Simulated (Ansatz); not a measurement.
**F2H3InSi: one species, many methods**

How much do the methods differ for F2H3InSi? The plan is to run it at one geometry with functionals of several rungs and with coupled cluster, and see how far each lands from CCSD(T) at the basis-set limit for the atomisation energy.

Program: Ansatz 0.2.0, Gaussian basis. Level of theory: functionals in def2-TZVPP, the program's frozen cores in correlated methods. These are calculated values, not measurements.

Levels to be run: LDA (SPW92), PBE-D4, revPBE-D4, BLYP-D4, r2SCAN-D4, B97M-V, PBE0-D4, B3LYP-D4, r2SCANh-D4, r2SCAN0-D4, HSE06-D4, BHLYP-D4, CAM-B3LYP-D4, LC-ωPBE, ωB97X-V, ωB97M-V, B2PLYP, PBE-QIDH; CCSD(T)/def2-SVP; CCSD(T)/def2-TZVPP; CCSD(T)/def2-QZVPP; extrapolation to the limit; RPA on PBE.

## (1) The geometry

An earlier PBE0-D4 in a triple-zeta def2 set relaxation fixed the geometry. In takes the def2 core potential; no spin-orbit term is included.

SMILES `[F][In]([F])[SiH3]`, 7 atoms, charge 0, spin multiplicity 1.

Atoms are counted from 1 here; the program's logs count them from 0.

Bond lengths: F1–In2 1.944 Å, In2–F3 1.944 Å, In2–Si4 2.541 Å, Si4–H5 1.482 Å, Si4–H6 1.483 Å, Si4–H7 1.482 Å. Angles: F1–In2–F3 106.0°, F1–In2–Si4 126.9°, F3–In2–Si4 127.2°, In2–Si4–H5 108.7°, In2–Si4–H6 107.5°, In2–Si4–H7 108.5°, H5–Si4–H6 110.6°, H5–Si4–H7 110.9°, H6–Si4–H7 110.5°.

Geometry (Å):

```mol
F2H3InSi
  3D, bonds by distance, orders not assigned

  7  6  0  0  0  0  0  0  0  0999 V2000
    0.0855   -2.4642    1.5814 F   0  0
    0.7303   -0.8960    0.6300 In  0  0
    2.6647   -0.9109    0.8242 F   0  0
   -0.6758    0.8289   -0.5966 Si  0  0
    0.1608    1.4711   -1.6375 H   0  0
   -1.1252    1.8296    0.4019 H   0  0
   -1.8403    0.1416   -1.2034 H   0  0
  1  2  8  0
  2  3  8  0
  2  4  8  0
  4  5  8  0
  4  6  8  0
  4  7  8  0
M  END
```

## (2) LDA

This LDA is Slater exchange with PW92 correlation.

in.yaml

```yaml
crystal:
  periodic: [false, false, false]
  atoms:
    - {symbol: F, position_ang: [0.085505, -2.464231, 1.581430]}
    - {symbol: In, position_ang: [0.730313, -0.895967, 0.629955]}
    - {symbol: F, position_ang: [2.664726, -0.910927, 0.824165]}
    - {symbol: Si, position_ang: [-0.675844, 0.828876, -0.596563]}
    - {symbol: H, position_ang: [0.160804, 1.471133, -1.637509]}
    - {symbol: H, position_ang: [-1.125200, 1.829566, 0.401924]}
    - {symbol: H, position_ang: [-1.840304, 0.141550, -1.203403]}
basis:
  gaussian: {orbitals: def2-TZVPP}
hamiltonian: {xc: lda}
output: {orbitals: {seedname: orbitals}}
```

Launch:

```
$ ansatz run in.yaml --threads 2 --pin off --events-out ev --progress --plain --max-ram 22528MiB --backend cpu
```

After this run come: PBE-D4 (GGA); revPBE-D4 (GGA); BLYP-D4 (GGA); r2SCAN-D4 (meta-GGA); B97M-V (meta-GGA); PBE0-D4 (hybrid); B3LYP-D4 (hybrid); r2SCANh-D4 (hybrid); r2SCAN0-D4 (hybrid); HSE06-D4 (hybrid); BHLYP-D4 (hybrid); CAM-B3LYP-D4 (range-separated); LC-ωPBE (range-separated); ωB97X-V (range-separated); ωB97M-V (range-separated); B2PLYP (double hybrid); PBE-QIDH (double hybrid); CCSD(T) in def2-SVP; CCSD(T) in def2-TZVPP; CCSD(T) in def2-QZVPP; RPA on PBE orbitals.

Q: Predict the results of all the runs planned. Wanted: atomisation energy, CCSD(T)/CBS; farthest beyond LDA; mean size of error, GGA; mean size of error, meta-GGA; mean size of error, hybrid; mean size of error, range-separated; mean size of error, double hybrid; gap, smallest and largest; T1 diagnostic.

The runs gave:

| quantity | value |
| --- | --- |
| atomisation energy, CCSD(T)/CBS | 487.2 kcal/mol |
| functionals within 4.9 kcal/mol (1.0 %) | PBE-D4, r2SCAN-D4, B97M-V, CAM-B3LYP-D4, LC-ωPBE, ωB97X-V |
| farthest beyond LDA | BHLYP-D4 (-26.3 kcal/mol) |
| mean size of error, GGA | 9.9 kcal/mol |
| mean size of error, meta-GGA | 3.7 kcal/mol |
| mean size of error, hybrid | 15.8 kcal/mol |
| mean size of error, range-separated | 3.5 kcal/mol |
| mean size of error, double hybrid | 14.2 kcal/mol |
| gap, smallest and largest | 4.86 eV (LDA (SPW92)), 11.45 eV (LC-ωPBE) |
| T1 diagnostic | 0.0163 |
| triples share of the correlation energy | 2.9 % |

**Reading.** LDA overbinds by 62.5 kcal/mol (13 %). PBE-D4 is off by -3.3 kcal/mol. Double hybrids carry the basis error of their MP2 part in triple zeta, and no dispersion term here, so their miss is partly the set-up's. The rungs range-separated, meta-GGA miss on average by less than the doubt on the reference (4.9 kcal/mol), so they tie. Misses under about 4.9 kcal/mol are within the doubt on the reference itself, which lacks core-valence correlation, spin-orbit coupling and higher excitations, and its outer-core shells are covered unevenly. All levels share the lack of spin-orbit coupling, which lowers the free heavy atoms and so the true binding. Hartree-Fock recovers 71 % of the binding; the rest is correlation. CCSD(T) in def2-SVP is off by -41.5 kcal/mol, which most functionals beat. The gap grows from 4.9 to 11.5 eV across the functionals, mostly with the share of exact exchange. Correlated methods include outer-core shells of In, which these sets cover unevenly.
